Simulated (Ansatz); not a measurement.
## the Sc-Pd system: a small convex hull, step by step

With the Python package of Ansatz (0.2.0).

`scpd_scpd_pm_3m.cif`
```cif
data_ScPd
_cell_length_a 3.283000
_cell_length_b 3.283000
_cell_length_c 3.283000
_cell_angle_alpha 90.00000
_cell_angle_beta 90.00000
_cell_angle_gamma 90.00000
_symmetry_space_group_name_H-M 'P 1'
_symmetry_Int_Tables_number 1
loop_
_symmetry_equiv_pos_as_xyz
'x, y, z'
loop_
_atom_site_label
_atom_site_type_symbol
_atom_site_fract_x
_atom_site_fract_y
_atom_site_fract_z
Sc1 Sc    0.500000    0.500000    0.500000
Pd2 Pd    0.000000    0.000000    0.000000
```

The script reads `scpd_scpd3_pm_3m.cif`:
```cif
data_ScPd3
_cell_length_a 3.982000
_cell_length_b 3.982000
_cell_length_c 3.982000
_cell_angle_alpha 90.00000
_cell_angle_beta 90.00000
_cell_angle_gamma 90.00000
_symmetry_space_group_name_H-M 'P 1'
_symmetry_Int_Tables_number 1
loop_
_symmetry_equiv_pos_as_xyz
'x, y, z'
loop_
_atom_site_label
_atom_site_type_symbol
_atom_site_fract_x
_atom_site_fract_y
_atom_site_fract_z
Sc1 Sc    0.000000    0.000000    0.000000
Pd2 Pd    0.000000    0.500000    0.500000
Pd3 Pd    0.500000    0.000000    0.500000
Pd4 Pd    0.500000    0.500000    0.000000
```

Input file `scpd_sc.cif`:
```cif
data_Sc
_cell_length_a 3.309000
_cell_length_b 3.309000
_cell_length_c 5.273300
_cell_angle_alpha 90.00000
_cell_angle_beta 90.00000
_cell_angle_gamma 120.00000
_symmetry_space_group_name_H-M 'P 1'
_symmetry_Int_Tables_number 1
loop_
_symmetry_equiv_pos_as_xyz
'x, y, z'
loop_
_atom_site_label
_atom_site_type_symbol
_atom_site_fract_x
_atom_site_fract_y
_atom_site_fract_z
Sc1 Sc    0.333333    0.666667    0.250000
Sc2 Sc    0.666667    0.333333    0.750000
```

Contents of `scpd_pd.vasp`:
```text
Pd
1.0
   0.00000000    1.94650000    1.94650000
   1.94650000    0.00000000    1.94650000
   1.94650000    1.94650000    0.00000000
Pd
1
Direct
   0.00000000    0.00000000    0.00000000
```

Notebook, run cell by cell (the value of a cell's last expression is shown):

**Cell 1**
```python
from collections import Counter
import warnings

import ansatz as az
from ase.io import read
import numpy as np
```

**Cell 2**
```python
def compute(name, crystal):
    calc = (
        crystal.calculation()
        .functional("lda")
        .basis(500)
        .kpoints(spacing=0.3)
        .occupations("cold", width=0.1)
    )
    calc = calc.relax(force_tolerance=0.02, fix_cell=["shape"])
    return calc.run()


def counts(outcome):
    return Counter(site.symbol for site in outcome.lattice.sites)
```

**Cell 3**
```python
def formation_energy(outcome, mu):
    n = counts(outcome)
    return (outcome.report["energy_sigma0_ev"] - sum(k * mu[element] for element, k in n.items())) / sum(n.values())
```

**Cell 4**
```python
warnings.simplefilter("ignore", az.DeckWarning)
```

**Cell 5**
```python
phases = {}
atoms = read("scpd_scpd_pm_3m.cif")
scpd_pm_3m = az.Crystal.from_ase(atoms)
phases["ScPd Pm-3m"] = scpd_pm_3m
atoms = read("scpd_scpd3_pm_3m.cif")
scpd3_pm_3m = az.Crystal.from_ase(atoms)
phases["ScPd3 Pm-3m"] = scpd3_pm_3m
atoms = read("scpd_sc.cif")
sc = az.Crystal.from_ase(atoms)
phases["Sc"] = sc
atoms = read("scpd_pd.vasp", format="vasp")
pd = az.Crystal.from_ase(atoms)
phases["Pd"] = pd
```

**Cell 6**
```python
done = {name: compute(name, crystal) for name, crystal in phases.items()}
```

**Cell 7**
```python
references = {"Sc": "Sc", "Pd": "Pd"}
mu = {element: done[name].report["energy_sigma0_ev"] / len(done[name].lattice.sites) for element, name in references.items()}
points = sorted((counts(o)["Pd"] / len(o.lattice.sites), formation_energy(o, mu), name) for name, o in done.items())
```

**Cell 8**
```python
hull = []
for x, e, _ in points:
    while len(hull) > 1 and (hull[-1][0] - hull[-2][0]) * (e - hull[-2][1]) - (hull[-1][1] - hull[-2][1]) * (x - hull[-2][0]) <= 0:
        hull.pop()
    hull.append((x, e))
rows = [(name, x, e, e - np.interp(x, *zip(*hull))) for x, e, name in points]
print("     phase       x(Pd)  E_form (eV/atom)  above hull (eV/atom)")
for row in rows:
    print(f"{str(row[0]):>10}  {row[1]:10.3f}  {row[2]:16.4f}  {row[3]:20.4f}")
print("on the hull of these phases:", ", ".join(row[0] for row in rows if row[3] < 1e-6))
```
Output:
```text
     phase       x(Pd)  E_form (eV/atom)  above hull (eV/atom)
        Sc       0.000            0.0000                0.0000
ScPd Pm-3m       0.500           -0.8927                0.0000
ScPd3 Pm-3m       0.750           -0.8773                0.0000
        Pd       1.000            0.0000                0.0000
on the hull of these phases: Sc, ScPd Pm-3m, ScPd3 Pm-3m, Pd
```

Notes:
- For the metals among these phases the mesh is modest: differences between phases can be off by up to 40 meV an atom.
- Atoms and volume are relaxed with the cell's shape held, which in cells of lower than cubic symmetry can hide stresses and shift volumes.
- The cells come from databases of deposited and of computed structures, and not all need be stable phases.
- Differences under about 40 meV an atom lie within the error of mesh and functional, so such verdicts may flip; only the cells listed enter the hull.
- Finished in 24 s on 1 thread of Arm Neoverse V2 (shared host), peak memory 0.49 GiB.

(Lines on the test bed's own set-up are left out of the output.)
